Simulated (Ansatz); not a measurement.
# ClH2InS2: small, medium and large basis sets

An exercise on one series of results from a longer session: the logs are not shown, and one member is left open.

Method: one geometry, several basis sets; program: Ansatz 0.2.0, Gaussian basis.

Plan: PBE0-D4/def2-SVP; ωB97M-V/def2-SVP; PBE0-D4/def2-QZVPP; ωB97M-V/def2-QZVPP; the functionals' def2-TZVPP values are taken from earlier runs.

### The relaxed structure

An earlier PBE0-D4 in a triple-zeta def2 set relaxation fixed the geometry. In takes the def2 core potential; no spin-orbit term is included.

SMILES `[SH][In]([SH])[Cl]`, 6 atoms, charge 0, spin multiplicity 1.

Atoms are counted from 1 here; the program's logs count them from 0.

Bond lengths: S1–In2 2.362 Å, S1–H5 1.345 Å, In2–S3 2.365 Å, In2–Cl4 2.321 Å, S3–H6 1.344 Å. Angles: In2–S1–H5 92.8°, S1–In2–S3 125.8°, S1–In2–Cl4 117.2°, S3–In2–Cl4 117.1°, In2–S3–H6 92.1°.

The first run:

The input, in.yaml:

```yaml
crystal:
  periodic: [false, false, false]
  atoms:
    - {symbol: S, position_ang: [-1.608375, 1.459012, -1.068045]}
    - {symbol: In, position_ang: [-0.213895, -0.249328, -0.221393]}
    - {symbol: S, position_ang: [1.568474, 0.050681, 1.304512]}
    - {symbol: Cl, position_ang: [-0.628332, -2.413391, -0.949300]}
    - {symbol: H, position_ang: [-0.971630, 2.416183, -0.370650]}
    - {symbol: H, position_ang: [1.853758, -1.263158, 1.304877]}
basis:
  gaussian: {orbitals: def2-SVP}
hamiltonian: {xc: pbe0, dispersion: d4}
output: {orbitals: {seedname: orbitals}}
```

Run with:

```bash
> ansatz run in.yaml --threads 2 --pin off --events-out ev --progress --plain --max-ram 32768MiB --backend cpu
```

Among the steps run: PBE0-D4 in def2-SVP; ωB97M-V in def2-SVP; PBE0-D4 in def2-QZVPP; ωB97M-V in def2-QZVPP.

One of the session's tables, all rows but one given; the rest of the session is left out.

It belongs to the step «Functionals by basis». 

| functional | basis | HOMO (eV) | LUMO (eV) |
| --- | --- | --- | --- |
| PBE0-D4 | def2-SVP | -7.72 | -1.90 |
| PBE0-D4 | def2-TZVPP | -7.87 | -2.08 |
| PBE0-D4 | def2-QZVPP | ? | ? |
| ωB97M-V | def2-SVP | -9.83 | 0.11 |
| ωB97M-V | def2-TZVPP | -10.03 | -0.18 |
| ωB97M-V | def2-QZVPP | -10.07 | -0.35 |

Estimate the missing values for PBE0-D4, def2-QZVPP.

The run gave: HOMO (eV): -7.89; LUMO (eV): -2.14. In the column «HOMO (eV)» it lies between ωB97M-V, def2-SVP (-9.83) and PBE0-D4, def2-TZVPP (-7.87).
